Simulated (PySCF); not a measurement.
# C₄H₃FN₂: NMR shifts and spin-spin couplings

What NMR shifts and spin-spin couplings should C₄H₃FN₂ (`Fc1cnccn1`) show?

The runs use PySCF 2.14.0, with density-fitted response routines of our own; the level of theory stands in each step. All values are computed, except where a source is named. Atoms are numbered from 0 throughout.

**1. Starting geometry**

10 atoms, charge 0, multiplicity 1; geometry from: GFN2-xTB.

Bonds of the start (Å): F0–C1 1.33, C1–C2 1.39, C2–N3 1.32, N3–C4 1.33, C4–C5 1.39, C5–N6 1.33, N6–C1 1.31, C2–H7 1.08, C4–H8 1.08, C5–H9 1.08.

**2. NMR shieldings: PBE0/pcSseg-1**

What the job is given:

```
{"job": {"kind": "nmr", "xc": "PBE0", "basis": "pcSseg-1"}, "charge": 0, "multiplicity": 1}
F     -2.103479    -1.545377     0.173724
C     -1.026690    -0.761828     0.083960
C     -1.169364     0.622279     0.024811
N     -0.098549     1.388764    -0.064986
C      1.086773     0.794197    -0.094099
C      1.207838    -0.586882    -0.032325
N      0.139477    -1.366405     0.056768
H     -2.134957     1.105508     0.050031
H      1.944881     1.445894    -0.167726
H      2.162953    -1.091494    -0.052686
```

Method: GIAO PBE0/pcSseg-1 NMR shielding, non-relativistic, gas phase.

What it wrote:

```text
coarse grid: 9416 points
cycle   1  E = -363.0275455486  dE =  1.398e+00  |g| = 5.143e-01  |ddm| = 3.081e+00
cycle   2  E = -362.9761240396  dE =  5.142e-02  |g| = 7.574e-01  |ddm| = 8.474e-01
cycle   3  E = -363.0765471960  dE = -1.004e-01  |g| = 6.597e-02  |ddm| = 5.114e-01
cycle   4  E = -363.0769713456  dE = -4.241e-04  |g| = 5.222e-02  |ddm| = 9.510e-02
cycle   5  E = -363.0776295333  dE = -6.582e-04  |g| = 6.976e-03  |ddm| = 4.593e-02
cycle   6  E = -363.0776366189  dE = -7.086e-06  |g| = 3.893e-03  |ddm| = 8.492e-03
cycle   7  E = -363.0776403356  dE = -3.717e-06  |g| = 8.742e-04  |ddm| = 3.691e-03
final grid: 94536 points
cycle   8  E = -363.1217831032  dE = -3.184e-05  |g| = 6.040e-03  |ddm| = 2.470e-02
cycle   9  E = -363.1217771049  dE =  5.998e-06  |g| = 8.436e-03  |ddm| = 1.168e-02
cycle  10  E = -363.1217911261  dE = -1.402e-05  |g| = 1.195e-03  |ddm| = 6.767e-03
cycle  11  E = -363.1217914140  dE = -2.879e-07  |g| = 3.282e-04  |ddm| = 1.236e-03
cycle  12  E = -363.1217914332  dE = -1.926e-08  |g| = 1.741e-04  |ddm| = 3.802e-04
cycle  13  E = -363.1217914393  dE = -6.066e-09  |g| = 2.207e-05  |ddm| = 1.343e-04
cycle  14  E = -363.1217914394  dE = -7.708e-11  |g| = 1.155e-05  |ddm| = 2.361e-05
converged SCF energy = -363.1217914394

GIAO shielding tensors (ppm)
atom      isotropic    diamagn.    paramagn.     s11        s22        s33       span
  0 F      253.631     473.251    -219.620    163.017    293.046    304.829    141.812
  1 C       16.057     251.928    -235.871    -79.007     44.882     82.297    161.304
  2 C       48.087     254.198    -206.111    -38.443     39.767    142.938    181.381
  3 N     -130.550     328.625    -459.176   -494.380   -201.593    304.322    798.702
  4 C       39.290     253.584    -214.293    -71.448     36.735    152.583    224.031
  5 C       38.330     253.468    -215.138    -61.358     32.858    143.489    204.848
  6 N      -67.471     331.641    -399.112   -341.538   -127.603    266.727    608.265
  7 H       22.999      29.343      -6.344     19.246     22.848     26.903      7.657
  8 H       22.937      30.175      -7.237     20.158     22.422     26.232      6.074
  9 H       23.175      30.055      -6.879     19.510     23.783     26.233      6.723
```

Wall time 12 s (1 thread, shared host).

The references, computed at this level on geometries of the same kind, shield at (ppm): 1H TMS 31.72, 13C TMS 186.9, 19F CFCl3 170.9, 15N NH3 267.7. Their shielding less the atom's gives the shift. The references are single molecules in the gas phase, so shifts against H2O, NH3, PH3, H3PO4 or CFCl3 are not on the usual liquid scales and can be off by tens of ppm.

```
atoms                                         environment  σ (ppm)  δ (ppm)  δ scaled to CDCl3
   C1                    aromatic carbon bearing fluorine     16.1    170.9              164.9
   C5                 aromatic CH next to a ring nitrogen     38.3    148.6              143.1
   C4                 aromatic CH next to a ring nitrogen     39.3    147.6              142.2
   C2                 aromatic CH next to a ring nitrogen     48.1    138.8              133.6
   H8  hydrogen on an aromatic CH next to a ring nitrogen    22.94     8.78               8.38
   H7  hydrogen on an aromatic CH next to a ring nitrogen    23.00     8.72               8.32
   H9  hydrogen on an aromatic CH next to a ring nitrogen    23.18     8.54               8.16
   F0                                       aryl fluorine    253.6    -82.7                  –
   N3                         pyridine-type ring nitrogen   -130.6    398.3                  –
   N6                         pyridine-type ring nitrogen    -67.5    335.2                  –
```

The scaled column applies a straight-line fit of computed shieldings to shifts measured in CDCl3, and one for carbons that bear F (root-mean-square error 0.16 ppm for H, 1.9 ppm for C).

Charges from the same density, by scheme (e):

| atoms | Mulliken | IAO | Hirshfeld | ESP fit |
| --- | --- | --- | --- | --- |
| F0 | -0.25 | -0.25 | -0.08 | -0.24 |
| C1 | 0.44 | 0.39 | 0.15 | 0.56 |
| C2 | 0.05 | -0.07 | 0.00 | 0.08 |
| N3 | -0.37 | -0.23 | -0.14 | -0.44 |
| C4 | 0.08 | -0.06 | 0.01 | 0.12 |
| C5 | 0.07 | -0.03 | 0.03 | 0.14 |
| N6 | -0.39 | -0.26 | -0.16 | -0.48 |

Mayer bond orders: F0–C1 0.98, C1–C2 1.33, C2–N3 1.48, N3–C4 1.45, C4–C5 1.37, C5–N6 1.44, N6–C1 1.49.

Ring of atoms C1, C2, N3, C4, C5, N6: NICS(0) -7.6, NICS(1) -11.2, NICS(1)zz -28.3 ppm (means of both faces).

**3. Spin-spin couplings: B3LYP/pcJ-1**

Same as in step 2 but for these lines:

```diff
@@ -1,2 +1,2 @@
-{"job": {"kind": "nmr", "xc": "PBE0", "basis": "pcSseg-1"}, "charge": 0, "multiplicity": 1}
+{"job": {"kind": "j", "xc": "B3LYP", "basis": "pcJ-1"}, "charge": 0, "multiplicity": 1}
 F     -2.103479    -1.545377     0.173724
```

Method: B3LYP/pcJ-1 indirect spin-spin coupling, non-relativistic, gas phase.

What it wrote:

```text
coarse grid: 9416 points
cycle   1  E = -363.4517628533  dE =  1.312e+00  |g| = 5.625e-01  |ddm| = 3.034e+00
cycle   2  E = -363.3768401526  dE =  7.492e-02  |g| = 8.720e-01  |ddm| = 9.677e-01
cycle   3  E = -363.5062639722  dE = -1.294e-01  |g| = 8.257e-02  |ddm| = 5.787e-01
cycle   4  E = -363.5068333058  dE = -5.693e-04  |g| = 6.744e-02  |ddm| = 1.162e-01
cycle   5  E = -363.5079044955  dE = -1.071e-03  |g| = 1.121e-02  |ddm| = 5.769e-02
cycle   6  E = -363.5079268424  dE = -2.235e-05  |g| = 4.824e-03  |ddm| = 1.138e-02
cycle   7  E = -363.5079319267  dE = -5.084e-06  |g| = 1.577e-03  |ddm| = 4.631e-03
final grid: 94536 points
cycle   8  E = -363.5637189444  dE = -1.198e-04  |g| = 5.853e-03  |ddm| = 1.856e-02
cycle   9  E = -363.5637067639  dE =  1.218e-05  |g| = 9.449e-03  |ddm| = 1.145e-02
cycle  10  E = -363.5637251953  dE = -1.843e-05  |g| = 1.275e-03  |ddm| = 7.792e-03
cycle  11  E = -363.5637254280  dE = -2.327e-07  |g| = 8.776e-04  |ddm| = 1.654e-03
cycle  12  E = -363.5637255830  dE = -1.551e-07  |g| = 2.077e-04  |ddm| = 7.046e-04
cycle  13  E = -363.5637255910  dE = -7.917e-09  |g| = 2.246e-05  |ddm| = 1.460e-04
cycle  14  E = -363.5637255910  dE = -5.230e-11  |g| = 1.620e-05  |ddm| = 2.912e-05
converged SCF energy = -363.5637255910

Indirect spin-spin couplings (Hz)
  i      j    bonds     total        FC       PSO       DSO        SD
  0 F    1 C    1   -327.400  -304.031   -25.624     0.979     1.276
  0 F    2 C    2     28.511    40.680   -16.251    -0.097     4.178
  0 F    3 N    3      2.410     6.590    -3.942     0.165    -0.402
  0 F    4 C    4      8.241     0.512     1.100    -0.363     6.992
  0 F    5 C    3      5.765     8.076     0.330    -0.449    -2.192
  0 F    6 N    2    -49.116   -61.212    14.418     0.051    -2.373
  0 F    7 H    3    -10.835    -8.006    -1.729    -0.211    -0.889
  0 F    8 H    5      4.624     5.467     1.158    -1.589    -0.412
  0 F    9 H    4     -2.068    -1.644     1.274    -1.599    -0.100
  1 C    2 C    1     78.991    85.092    -6.464     0.364         -
  1 C    3 N    2      2.643     2.702    -0.467    -0.005     0.412
  1 C    4 C    3     16.124    15.272     0.815     0.038         -
  1 C    5 C    2     -2.015    -1.994    -0.027     0.006         -
  1 C    6 N    1    -11.739   -16.644     5.946    -0.129    -0.912
  1 C    7 H    2      6.103     6.941    -0.696    -0.143         -
  1 C    8 H    4     -1.755    -1.822     0.481    -0.414         -
  1 C    9 H    3     10.938    11.036     0.438    -0.536         -
  2 C    3 N    1     -0.471    -6.281     6.538    -0.095    -0.633
  2 C    4 C    2     -5.548    -5.273    -0.235    -0.040         -
  2 C    5 C    3     10.631     9.904     0.729    -0.003         -
  2 C    6 N    2      0.988     1.446    -0.772     0.013     0.302
  2 C    7 H    1    195.113   194.433    -0.380     1.060         -
  2 C    8 H    3     11.394    11.626     0.390    -0.623         -
  2 C    9 H    4     -1.640    -1.654     0.510    -0.496         -
  3 N    4 C    1     -0.378    -5.981     6.295    -0.091    -0.601
  3 N    5 C    2      1.794     2.192    -0.718     0.015     0.305
  3 N    6 N    3      1.501     0.072     0.483    -0.008     0.954
  3 N    7 H    2    -11.351   -12.656     1.227     0.132    -0.054
  3 N    8 H    2    -11.847   -13.138     1.206     0.128    -0.042
  3 N    9 H    3     -0.884    -0.891    -0.255     0.233     0.029
  4 C    5 C    1     58.632    65.747    -7.384     0.269         -
  4 C    6 N    2      1.676     1.595    -0.370     0.012     0.438
  4 C    7 H    3      9.662     9.912     0.374    -0.624         -
  4 C    8 H    1    189.422   188.749    -0.295     0.967         -
  4 C    9 H    2     11.953    13.024    -0.745    -0.326         -
  5 C    6 N    1     -2.069    -7.473     6.075    -0.097    -0.573
  5 C    7 H    4     -1.532    -1.626     0.596    -0.501         -
  5 C    8 H    2     13.969    15.031    -0.744    -0.319         -
  5 C    9 H    1    189.417   188.864    -0.411     0.964         -
  6 N    7 H    3     -0.637    -0.499    -0.396     0.236     0.022
  6 N    8 H    3     -1.424    -1.475    -0.201     0.227     0.026
  6 N    9 H    2    -11.720   -12.837     1.061     0.111    -0.055
  7 H    8 H    4     -1.126    -0.955     1.927    -2.098         -
  7 H    9 H    5      1.503     1.631     1.930    -2.057         -
  8 H    9 H    3      2.747     2.904     0.465    -0.622         -
```

Wall time 35 s (1 thread, shared host).

A choice of the couplings up to four bonds, sorted by the number of bonds; isotopes 13C, 19F, 1H, 15N:

| pair | bonds | J (Hz) | Fermi contact (Hz) | dihedral (°) |
| --- | --- | --- | --- | --- |
| F0–C1 | 1 | -327.4 | -304.0 | – |
| C2–H7 | 1 | 195.1 | 194.4 | – |
| C4–H8 | 1 | 189.4 | 188.7 | – |
| C5–H9 | 1 | 189.4 | 188.9 | – |
| C1–C2 | 1 | 79.0 | 85.1 | – |
| C4–C5 | 1 | 58.6 | 65.7 | – |
| C1–N6 | 1 | -11.7 | -16.6 | – |
| C5–N6 | 1 | -2.1 | -7.5 | – |
| F0–N6 | 2 | -49.1 | -61.2 | – |
| F0–C2 | 2 | 28.5 | 40.7 | – |
| C5–H8 | 2 | 14.0 | 15.0 | – |
| C4–H9 | 2 | 12.0 | 13.0 | – |
| N3–H8 | 2 | -11.8 | -13.1 | – |
| N6–H9 | 2 | -11.7 | -12.8 | – |
| N3–H7 | 2 | -11.4 | -12.7 | – |
| C1–H7 | 2 | 6.1 | 6.9 | – |
| C2–C4 | 2 | -5.5 | -5.3 | – |
| C1–C4 | 3 | 16.1 | 15.3 | – |
| C2–H8 | 3 | 11.4 | 11.6 | -180 |
| C1–H9 | 3 | 10.9 | 11.0 | 180 |
| F0–H7 | 3 | -10.8 | -8.0 | 0 |
| C2–C5 | 3 | 10.6 | 9.9 | – |
| C4–H7 | 3 | 9.7 | 9.9 | 180 |
| F0–C5 | 3 | 5.8 | 8.1 | -180 |
| H8–H9 | 3 | 2.7 | 2.9 | 0 |
| F0–N3 | 3 | 2.4 | 6.6 | -180 |
| F0–C4 | 4 | 8.2 | 0.5 | – |
| F0–H9 | 4 | -2.1 | -1.6 | – |
| C1–H8 | 4 | -1.8 | -1.8 | – |
| C2–H9 | 4 | -1.6 | -1.7 | – |
| C5–H7 | 4 | -1.5 | -1.6 | – |
| H7–H8 | 4 | -1.1 | -1.0 | – |

The spin-dipole term was solved for some atoms only; pairs without it lack that part.

Quadrupole couplings from the field gradients of the same density:

| atom | isotope | eQq/h (MHz) | η |
| --- | --- | --- | --- |
| N3 | 14N | -5.912 | 0.50 |
| N6 | 14N | -5.325 | 0.35 |

Joined with the shifts from before (PBE0/pcSseg-1, scaled to CDCl3), the couplings predict the line list below for 300 MHz. H–H couplings in it are scaled by factors fitted to measured ones, so they differ from the table.

1H NMR δ 8.38 (ddd, J = 4.6, 2.5, 1.1 Hz, 1H), 8.32 (dt, J = 10.8, 1.3 Hz, 1H), 8.16 (ddd, J = 2.5, 2.1, 1.5 Hz, 1H).

**4. Outcome**

| quantity | value |
| --- | --- |
| 13C shifts against TMS (PBE0/pcSseg-1) | 170.9, 148.6, 147.6, 138.8 ppm |
| 1H shifts against TMS (PBE0/pcSseg-1) | 8.78, 8.72, 8.54 ppm |
| 19F shifts against CFCl3 (PBE0/pcSseg-1) | -82.7 ppm |
| 15N shifts against NH3 (PBE0/pcSseg-1) | 398.3, 335.2 ppm |
| largest coupling of the table (B3LYP/pcJ-1) | 1J(F,C) F0–C1, -327.4 Hz |

In words: At PBE0/pcSseg-1: The largest span, 799 ppm, is at N3, where the paramagnetic term is -459 ppm. NICS(1)zz of -28 ppm above the planar ring from C1 marks a diatropic (aromatic) ring current. In the run at B3LYP/pcJ-1, the largest coupling of the table is F0–C1, -327.4 Hz, of which the Fermi-contact term gives -304.0 Hz.
